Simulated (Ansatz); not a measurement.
# LaZn: the cost of one run

Program: Ansatz 0.2.0. Level of theory: DFT LDA, scalar-relativistic. These are calculated values, not measurements.

2 further runs of the same task are left out: 2 set aside as unsound or not needed.

**1. Starting point**

It takes space group Pm-3m (No. 221, cubic). The conventional cell has a = 3.750 Å, b = 3.750 Å, c = 3.750 Å, α = 90.00°, β = 90.00°, γ = 90.00°. La (site symmetry m-3m) has 8 Zn at 3.25 Å as nearest neighbours. Zn (site symmetry m-3m) has 8 La at 3.25 Å as nearest neighbours.

Structure file:

```cif
data_structure
_symmetry_space_group_name_H-M 'P 1'
_symmetry_Int_Tables_number 1
_cell_length_a 3.7500
_cell_length_b 3.7500
_cell_length_c 3.7500
_cell_angle_alpha 90.000
_cell_angle_beta 90.000
_cell_angle_gamma 90.000
_cell_volume 52.73
loop_
_atom_site_label
_atom_site_type_symbol
_atom_site_fract_x
_atom_site_fract_y
_atom_site_fract_z
_atom_site_occupancy
La1 La 0.50000 0.50000 0.50000 1
Zn1 Zn 0.00000 0.00000 0.00000 1
```

Atoms are numbered in the order of the input: La1, Zn2.

**2. The deformed structure**

Space group Pm-3m before, P4/mmm after.

**3. Full-potential LAPW**

File input.yaml:

```yaml
crystal:
  lattice:
    - [3.75, 0.0, 0.0]
    - [0.0, 3.75, 0.0]
    - [0.0, 0.0, 3.675]
  atoms:
    - { symbol: La, position: [0.5, 0.5, 0.5] }
    - { symbol: Zn, position: [0.0, 0.0, 0.0] }
kpoints:
  mp_grid: { grid: [9, 9, 9] }
  band_path:
    path:
      - [0.0, 0.0, 0.0]
      - [0.0, 0.5, 0.0]
      - [0.5, 0.5, 0.0]
      - [0.0, 0.0, 0.0]
      - [0.0, 0.0, 0.5]
      - [0.0, 0.5, 0.5]
      - [0.5, 0.5, 0.5]
      - [0.0, 0.0, 0.5]
      - [0.0, 0.5, 0.0]
    npoints: 5
scf:
  occupations: { method: fermi_dirac, width: 0.05 }
hamiltonian:
  xc: lda
  pseudopotentials: { kind: all_electron, lapw: { basis_error: 0.001 } }
output:
  forces: true
  stress: true
  eigenvalues: true
```

Command:

```
ansatz run input.yaml --threads 1 --pin off --max-ram 3072MiB --backend cpu --events-out ev --progress --plain --runs-dir out
```

What time and memory should one allow on 1 thread of Arm Neoverse V1, shared host?

About 21 s, with a peak of 0.38 GiB.
